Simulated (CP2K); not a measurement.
Runs of CP2K 2026.2 on Bi2Te3 (Tellurobismuthite). Symmetry: R-3m, No. 166, trigonal system. Conventional cell: a = 4.386 Å, b = 4.386 Å, c = 30.497 Å, α = 90.00°, β = 90.00°, γ = 120.00°. Bi (site symmetry 3m) is surrounded by 6 Te at 3.07 to 3.25 Å. Around Te (site symmetry 3m) lie 3 Bi at 3.07 Å. Te (site symmetry -3m) is surrounded by 6 Bi at 3.25 Å. 

```tsv
task	level	potentials or basis	cell	k mesh	smearing	EPS_DEFAULT	k points reduced by the point group	NGRIDS	points a segment of the path (NPOINTS)	bands added on the path	gap on the mesh (eV)	pressure (GPa)	largest force (eV/Å)
band structure	TB-mBJ	POTENTIAL_UZH Bi GTH-PBE-q5, Te GTH-PBE-q6; TZVP-MOLOPT-PBE-GTH basis	as given	7 × 7 × 7	fermi-dirac 0.05 eV	1.0E-9	yes	4	10	2	0.47	-	-
band structure	r2SCAN	POTENTIAL_UZH Bi GTH-SCAN-q5, Te GTH-SCAN-q6; TZVP-MOLOPT-SCAN-GTH basis	as given	7 × 7 × 7	fermi-dirac 0.05 eV	1.0E-10	yes	4	10	2	0.43	0.4	(c)
band structure	PBEsol	POTENTIAL_UZH Bi GTH-PBE-q5, Te GTH-PBE-q6; TZVP-MOLOPT-PBE-GTH basis	as given	7 × 7 × 7	fermi-dirac 0.05 eV	1.0E-9	yes	4	10	6	(a)	1.3	0.15
band structure	LDA	GTH_POTENTIALS Bi GTH-PADE-q5, Te GTH-PADE-q6; TZVP-MOLOPT-PBE-GTH basis	as given	7 × 7 × 7	fermi-dirac 0.01 eV	1.0E-9	yes	5	8	2	0.23	-1.4	0.18
relaxation of cell and atoms	PBEsol	POTENTIAL_UZH Bi GTH-PBE-q5, Te GTH-PBE-q6; TZVP-MOLOPT-PBE-GTH basis	relaxed	6 × 6 × 6	fermi-dirac 0.05 eV	1.0E-9	-	5	-	-	(b)	0.0	-
```

Alike in all rows: no spin polarisation.

**Question.** Estimate the missing entries.

**Answer.** (a) 0.21; (b) 0.20; (c) 0.37.

Caveats: spin-orbit coupling is left out, which as a rule narrows the gap of such compounds by several tenths of an eV; the basis of atomic orbitals isn't converged, which shifts pressures, moduli and gaps; the potentials were made for another functional, which shifts forces and pressure (some runs); this is a model potential without an energy functional, so only levels have meaning (some runs); the printed path begins after the first move (some runs).

A k mesh can miss the band edges, and the runs leave out spin-orbit coupling on Bi, Te.

Runs at the PBE level aren't shown here.
